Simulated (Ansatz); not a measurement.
# ClF3MoS: small, medium and large basis sets

One table from this session's results is given with a row withheld; the runs are named, their logs left out.

Computed with Ansatz 0.2.0, Gaussian basis. Level: one geometry, several basis sets.

The runs, in order: PBE0-D4/def2-SVP; ωB97M-V/def2-SVP; PBE0-D4/def2-QZVPP; ωB97M-V/def2-QZVPP; the functionals' def2-TZVPP values are taken from earlier runs.

## The geometry

An earlier PBE0-D4 in a triple-zeta def2 set relaxation fixed the geometry. Mo takes the def2 core potential; no spin-orbit term is included.

SMILES `[F][Mo]([F])([F])(=[S])[Cl]`, 6 atoms, charge 0, spin multiplicity 1.

Atoms are counted from 1 here; the program's logs count them from 0.

Bond lengths: F1–Mo2 1.837 Å, Mo2–F3 1.840 Å, Mo2–F4 1.837 Å, Mo2–S5 2.060 Å, Mo2–Cl6 2.259 Å. Angles: F1–Mo2–F3 84.7°, F1–Mo2–F4 151.5°, F1–Mo2–S5 104.2°, F1–Mo2–Cl6 87.3°, F3–Mo2–F4 84.7°, F3–Mo2–S5 107.5°, F3–Mo2–Cl6 147.2°, F4–Mo2–S5 104.2°, F4–Mo2–Cl6 87.3°, S5–Mo2–Cl6 105.3°.

Set-up of the first run:

in.yaml reads:

```yaml
crystal:
  periodic: [false, false, false]
  atoms:
    - {symbol: F, position_ang: [-1.369335, 0.742577, -0.968270]}
    - {symbol: Mo, position_ang: [-0.014815, -0.063188, -0.024182]}
    - {symbol: F, position_ang: [-1.040069, -1.583177, -0.179142]}
    - {symbol: F, position_ang: [0.640798, -0.864263, 1.493625]}
    - {symbol: S, position_ang: [1.527497, -0.214175, -1.382034]}
    - {symbol: Cl, position_ang: [0.297925, 1.918327, 1.013802]}
basis:
  gaussian: {orbitals: def2-SVP}
hamiltonian: {xc: pbe0, dispersion: d4}
output: {orbitals: {seedname: orbitals}}
```

Steps of the session up to this table: PBE0-D4 in def2-SVP; ωB97M-V in def2-SVP; PBE0-D4 in def2-QZVPP; ωB97M-V in def2-QZVPP.

One table of the session follows, with a row left open; its other results are not shown here.

It belongs to the step «Density functionals: the series». 

| functional | basis | HOMO (eV) | LUMO (eV) |
| --- | --- | --- | --- |
| PBE0-D4 | def2-SVP | -9.42 | -4.77 |
| PBE0-D4 | def2-TZVPP | ? | ? |
| PBE0-D4 | def2-QZVPP | -9.33 | -4.63 |
| ωB97M-V | def2-SVP | -11.44 | -2.53 |
| ωB97M-V | def2-TZVPP | -11.41 | -2.45 |
| ωB97M-V | def2-QZVPP | -11.41 | -2.44 |

Estimate the missing values for PBE0-D4, def2-TZVPP.

The run gave: HOMO (eV): -9.34; LUMO (eV): -4.66. In the column «HOMO (eV)» it lies between PBE0-D4, def2-SVP (-9.42) and PBE0-D4, def2-QZVPP (-9.33).
